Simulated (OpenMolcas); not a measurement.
**B2O2 (diboron dioxide): HF/ANO-R3 (sfX2C, RICD fitting, fitting threshold 1e-06)**

What is the vertical singlet–triplet gap of B2O2 (diboron dioxide) at HF/ANO-R3 (sfX2C, RICD fitting, fitting threshold 1e-06)? 

The results are computed with OpenMolcas 26.06.

### Step 1. The system as given

B2O2 has 4 atoms, charge 0, and is taken as a singlet. SMILES: `O=BB=O`. Geometry: relaxed at GFN2-xTB.

Bond lengths: O1–B2 1.188 Å, B2–B3 1.619 Å, B3–O4 1.188 Å. Angles: O1–B2–B3 179.4°, B2–B3–O4 179.6°.

### Step 2. The energy at HF/ANO-R3 (sfX2C, RICD fitting, fitting threshold 1e-06)

The input, job.input:

```
&GATEWAY
 Coord
 4
 angstrom
 O       -0.733460       0.451810       1.802120
 B       -0.300580       0.189000       0.727450
 B        0.295060      -0.182970      -0.731290
 O        0.738970      -0.457840      -1.798280
 Basis = ANO-R3
 Group = NoSym
 RICD
 CDThreshold = 1e-06

&SEWARD

&SCF
 PrOrbitals = 0
```

Launch:

```bash
export MOLCAS_MEM=1860
pymolcas job.input > job.log
```

The program printed:

```text
--- Start Module: gateway ---
[...]
--- Stop Module: gateway /rc=_RC_ALL_IS_WELL_ ---
--- Start Module: seward ---
[...]
      Basis functions          132
--- Stop Module: seward /rc=_RC_ALL_IS_WELL_ ---
[...]
--- Start Module: scf ---
[...]
       Convergence after  11 Iterations
[...]
::    Total SCF energy                               -199.3824667942
[...]
      Total spin, S                                     0.0000000000
[...]
      Total electronic charge=   26.000000
      Total            charge=   -0.000000
[...]
      Dipole Moment (debye):
      Origin of the operator (angstrom)=    0.0005   -0.0006    0.0004
                   X= -2.9624E-02               Y=  3.2444E-02               Z= -2.0980E-02           Total=  4.8686E-02
      Quadrupole Moment (debye*angstrom):
[...]
--- Stop Module: scf /rc=_RC_ALL_IS_WELL_ ---
[...]
```

Run time: 10 s. Hardware: 1 thread of Intel Xeon Platinum 8488C (Sapphire Rapids), shared host; peak memory 0.13 GiB.

### Step 3. The triplet, same level

The input, job.inp:

```
* B2O2 Hartree-Fock

&GATEWAY
 Coord
 4
 angstrom
 O       -0.733460       0.451810       1.802120
 B       -0.300580       0.189000       0.727450
 B        0.295060      -0.182970      -0.731290
 O        0.738970      -0.457840      -1.798280
 Basis
 ANO-R3
 Group
 NoSym
 RICD
 CDThreshold
 1e-06

&SEWARD

&SCF
 UHF
 Spin
 3
 PrOrbitals
 0
```

Launch:

```bash
export MOLCAS_MEM=1860
pymolcas job.inp > job.log
```

The program printed:

```text
--- Start Module: gateway ---
[...]
--- Stop Module: gateway /rc=_RC_ALL_IS_WELL_ ---
--- Start Module: seward ---
[...]
      Basis functions          132
--- Stop Module: seward /rc=_RC_ALL_IS_WELL_ ---
[...]
--- Start Module: scf ---
[...]
       Convergence after  61 Iterations
[...]
::    Total SCF energy                               -199.1630638095
[...]
      Total spin, S                                     1.0178594618
[...]
      Total electronic charge=   26.000000
      Total            charge=   -0.000000
[...]
      Dipole Moment (debye):
      Origin of the operator (angstrom)=    0.0005   -0.0006    0.0004
                   X= -1.7230E-02               Y=  1.0215E-02               Z= -1.2417E-02           Total=  2.3567E-02
      Quadrupole Moment (debye*angstrom):
[...]
--- Stop Module: scf /rc=_RC_ALL_IS_WELL_ ---
[...]
```

It took 41 s on 1 thread of Intel Xeon Platinum 8488C (Sapphire Rapids), shared host; peak memory 0.13 GiB.

### Step 4. Results

At HF/ANO-R3 (sfX2C, RICD fitting, fitting threshold 1e-06):

```
                                        quantity          value
                           singlet: total energy  -199.38247 Eh
                          singlet: dipole moment         0.05 D
                            singlet: HOMO energy      -14.77 eV
                            singlet: LUMO energy        0.87 eV
                          singlet: HOMO–LUMO gap       15.64 eV
                           triplet: total energy  -199.16306 Eh
                          triplet: dipole moment         0.02 D
     triplet: HOMO energy (highest over α and β)       -7.25 eV
      triplet: LUMO energy (lowest over α and β)       -3.90 eV
                                   triplet: ⟨S²⟩          2.054
vertical energy of the triplet above the singlet       5.970 eV
```

**Reading.** At this shape the triplet lies 5.97 eV (138 kcal/mol) above the singlet.
